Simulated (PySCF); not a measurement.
# RuCl3: structure of the sextet

Aim: relax RuCl3 as a sextet from a T-shaped start, check by its vibrations whether the end is a minimum, and collect its spectrum and constants.

The runs use PySCF 2.14.0; BP86, basis Ru def2-TZVP with ECP28, Cl def2-TZVP, scalar-relativistic core potentials, no spin–orbit coupling, density fitting.

## Step 1: Starting geometry

4 atoms, charge 0, spin multiplicity 6.

Bond lengths: Ru1–Cl2 2.240 Å, Ru1–Cl3 2.240 Å, Ru1–Cl4 2.240 Å. Angles: Cl2–Ru1–Cl3 88.0°, Cl2–Ru1–Cl4 88.0°, Cl3–Ru1–Cl4 176.0°.

Z-matrix (Å, degrees; charge 0 multiplicity 6):
```
Ru
Cl 1 2.2400
Cl 1 2.2400 2 88.00
Cl 1 2.2400 2 88.00 3 180.00
```

## Step 2: Finding the electronic state

The steps below are one call of a driver around PySCF. For each, scf.py gives the equivalent set-up of the SCF; relaxations use the driver's own optimiser. The state is first sought with PBE. After this first run the driver tries any further starts and a stability analysis.

File scf.py:

```python
from pyscf import gto, scf, dft
mol = gto.M(atom='''
Ru     0.000000     0.000000     0.000000
Cl     0.000000     0.000000     2.240000
Cl     2.238600     0.000000     0.078200
Cl    -2.238600     0.000000     0.078200''',
    basis={'Ru': 'def2-TZVP', 'Cl': 'def2-TZVP'},
    ecp={'Ru': 'def2-TZVP'},
    charge=0, spin=5)
mf = dft.UKS(mol, xc='PBE')
mf.grids.atom_grid = (50, 194)
aux = {'Ru': 'def2-universal-JKFIT', 'Cl': 'def2-universal-JKFIT'}
mf = mf.density_fit(auxbasis=aux)
mf.conv_tol = 1e-08
mf.diis_space = 10
mf.max_cycle = 60
mf.init_guess = 'minao'
mf.verbose = 4
mf.kernel()
```

The run is started by

```
OMP_NUM_THREADS=4 python axn.py task.json out
```

Log:

```text
init E= -1467.46846727821
[... the frontier-level lines of each cycle are left out ...]
cycle= 1 E= -1473.22096605704  delta_E= -5.75  |g|=    2  |ddm|= 3.21
cycle= 2 E= -1460.94721978871  delta_E= 12.3  |g|= 3.91  |ddm|= 7.75
cycle= 3 E= -1474.24944118855  delta_E= -13.3  |g|= 1.16  |ddm|= 7.68
cycle= 4 E= -1474.66712717389  delta_E= -0.418  |g|= 0.813  |ddm|= 1.42
cycle= 5 E= -1474.9769170131  delta_E= -0.31  |g|= 0.38  |ddm|= 0.819
cycle= 6 E= -1475.03040870408  delta_E= -0.0535  |g|=  0.2  |ddm|= 0.391
cycle= 7 E= -1475.05337232524  delta_E= -0.023  |g|= 0.077  |ddm|= 0.24
cycle= 8 E= -1475.0560564766  delta_E= -0.00268  |g|= 0.0304  |ddm|= 0.0922
cycle= 9 E= -1475.05641202008  delta_E= -0.000356  |g|= 0.0165  |ddm|= 0.0281
cycle= 10 E= -1475.05655352281  delta_E= -0.000142  |g|= 0.00289  |ddm|= 0.00977
cycle= 11 E= -1475.05655817453  delta_E= -4.65e-06  |g|= 0.000961  |ddm|= 0.00315
cycle= 12 E= -1475.05655855482  delta_E= -3.8e-07  |g|= 0.000412  |ddm|= 0.000443
cycle= 13 E= -1475.0565586348  delta_E= -8e-08  |g|= 0.000129  |ddm|= 0.00022
cycle= 14 E= -1475.05655864357  delta_E= -8.77e-09  |g|= 1.61e-05  |ddm|= 9.41e-05
Extra cycle  E= -1475.05655864357  delta_E= 1.82e-12  |g|= 1.63e-05  |ddm|= 2.37e-05
converged SCF energy = -1475.05655864357  <S^2> = 8.7565829  2S+1 = 6.0021939
```

This step, with its further starts and checks, needed 46 s of wall time on 4 threads, shared host.

The starts that the driver tried:

```tsv
start	energy (Eh)
the minimal-basis guess	-1475.056559
a thermally smeared density	-1475.056559
a smeared PBE density	-1475.056559
```

The test of internal stability and the other starts found no lower solution of this spin.

## Step 3: Relaxation: T-shaped start, sextet

The program finds C2v symmetry in the start, which this walk keeps. The walk stops when the largest gradient is under 0.0003 Eh/bohr and the energy has settled too.

Edit scf.py of step 2 so:

```diff
@@ -3,4 +3,4 @@
-Ru     0.000000     0.000000     0.000000
-Cl     0.000000     0.000000     2.240000
-Cl     2.238600     0.000000     0.078200
-Cl    -2.238600     0.000000     0.078200''',
+Ru     0.000000     0.000000    -0.405198
+Cl     0.000000     0.000000     1.834802
+Cl     2.238600    -0.000000    -0.326998
+Cl    -2.238600     0.000000    -0.326998''',
@@ -10 +10 @@
-mf = dft.UKS(mol, xc='PBE')
+mf = dft.UKS(mol, xc='B88,P86')
@@ -17 +16,0 @@
-mf.init_guess = 'minao'
```

Steps of the walk:

```tsv
step	energy (Eh)	change (kJ/mol)	largest symmetric gradient (Eh/bohr)
0	-1475.827528	0.00	0.03496
1	-1475.837778	-26.91	0.01395
2	-1475.847740	-53.07	0.01557
3	-1475.852030	-64.33	0.01262
4	-1475.855024	-72.19	0.01266
5	-1475.857788	-79.45	0.00709
6	-1475.858789	-82.08	0.00126
7	-1475.859013	-82.67	0.00264
8	-1475.859060	-82.79	0.00180
9	-1475.859066	-82.81	0.00059
10	-1475.859065	-82.80	0.00010
```

The walk took 72 s.

After 10 steps and 82.8 kJ/mol it ends at D3h: Ru–Cl 2.271 Å (×3); Cl–Ru–Cl 119.6°, Cl–Ru–Cl 120.2° (×2).

## Step 4: Vibrations and properties at this point

On the finer grid the gradient is checked again; gradients at displacements of ±0.02 bohr then give force constants and infrared intensities.

Edit scf.py of step 3 so:

```diff
@@ -3,4 +3,4 @@
-Ru     0.000000     0.000000    -0.405198
-Cl     0.000000     0.000000     1.834802
-Cl     2.238600    -0.000000    -0.326998
-Cl    -2.238600     0.000000    -0.326998''',
+Ru     0.000000     0.000000    -0.000000
+Cl     0.003616    -0.000000     2.271022
+Cl     1.964955    -0.000000    -1.138642
+Cl    -1.968571     0.000000    -1.132380''',
@@ -11 +11 @@
-mf.grids.atom_grid = (50, 194)
+mf.grids.atom_grid = (75, 302)
@@ -14 +14 @@
-mf.conv_tol = 1e-08
+mf.conv_tol = 1e-10
```

The driver hands on the density of the step before, so the log starts near convergence.

SCF at the final geometry:

```text
init E= -1475.85922114845
[... the frontier-level lines of each cycle are left out ...]
cycle= 1 E= -1475.85922114839  delta_E= 6.18e-11  |g|= 1.09e-05  |ddm|= 1.1e-05
cycle= 2 E= -1475.85922114705  delta_E= 1.35e-09  |g|= 5.27e-05  |ddm|= 4.34e-05
cycle= 3 E= -1475.85922114842  delta_E= -1.38e-09  |g|= 8.01e-06  |ddm|= 3.51e-05
cycle= 4 E= -1475.85922114846  delta_E= -3.96e-11  |g|= 1.18e-06  |ddm|= 7.59e-06
Extra cycle  E= -1475.85922114846  delta_E= 4.55e-12  |g|= 3.01e-06  |ddm|= 3.25e-06
converged SCF energy = -1475.85922114846  <S^2> = 8.7553807  2S+1 = 6.0017933
```

The whole step took 51 s.

Geometry: D3h; Ru–Cl 2.271 Å (×3); Cl–Ru–Cl 120.0° (×3).

Modes, for the most abundant isotopes:

| symmetry | ω (cm⁻¹) | IR (km/mol) |
| --- | --- | --- |
| a2'' | 31 | 8.3 |
| e' | 65 | 1.3 |
| a1' | 335 | 0.0 |
| e' | 367 | 116 |

Every mode is real; the point is a minimum.

Constants and moments:

```
Dipole moment                                                   : 0.00 D
Highest occupied level                                          : -6.38 eV
Lowest empty level                                              : -6.36 eV
Rotational constants                                            : 0.06231, 0.06231, 0.03116 cm⁻¹
Zero-point energy                                               : 7.4 kJ/mol
Principal polarisabilities                                      : 45.5, 104.3, 104.3 bohr³
Atomisation energy without zero-point energy                    : 1017 kJ/mol
Principal traceless quadrupole moments about the centre of mass : -3.30, -3.30, 6.61 D Å
Entropy at 298.15 K and 1 bar (electronic part: spin only)      : 371.1 J/(mol K)
Heat capacity Cp at 298.15 K                                    : 77.7 J/(mol K)
Enthalpy at 298.15 K above 0 K                                  : 19.23 kJ/mol
Rotational symmetry number                                      : 6
Spin squared ⟨S²⟩                                               : 8.755
```

Populations by atom (charges in e):

```
   atom  Mulliken  Löwdin  polar tensor  spin (Mulliken)  Mayer order to Ru1
    Ru1      0.82   -0.17          1.24             3.65                   –
Cl2,3,4     -0.27    0.06         -0.41             0.45                1.14
```

Mulliken populations on Ru1 (outside its core potential): s 2.42, p 6.40, d 6.35, f 0.01.

## Step 5: Results

| quantity | value |
| --- | --- |
| minimum | sextet, D3h |
| geometry | Ru–Cl 2.271 Å (×3); Cl–Ru–Cl 120.0° (×3) |
| wavenumbers (cm⁻¹) | 31 (a2''), 65 (e'), 335 (a1'), 367 (e') |
| dipole moment | 0.00 D |
| highest occupied, lowest empty level (either spin) | -6.38, -6.36 eV |
| polar-tensor charge of Ru1 | +1.24 e |
| zero-point energy | 7.4 kJ/mol |
| entropy at 298.15 K | 371.1 J/(mol K) |
| atomisation energy (no zero-point energy) | 1017 kJ/mol |
| ⟨S²⟩ | 8.755 |

What this shows: From C2v at the start the molecule goes to a D3h minimum. The strongest infrared band lies at 367 cm⁻¹ (e', stretch). Ru1 has a polar-tensor charge of +1.2 e (a dipole derivative, not a static charge), yet symmetry cancels the bond dipoles. Most of the spin sits on Ru1 (Mulliken spin 3.65, against 5 for the whole molecule). Only this shape and spin were tried, so other structures or states may lie lower. One determinant may miss the lowest occupation of an open d or f shell.

The search up to here took 2.8 min.
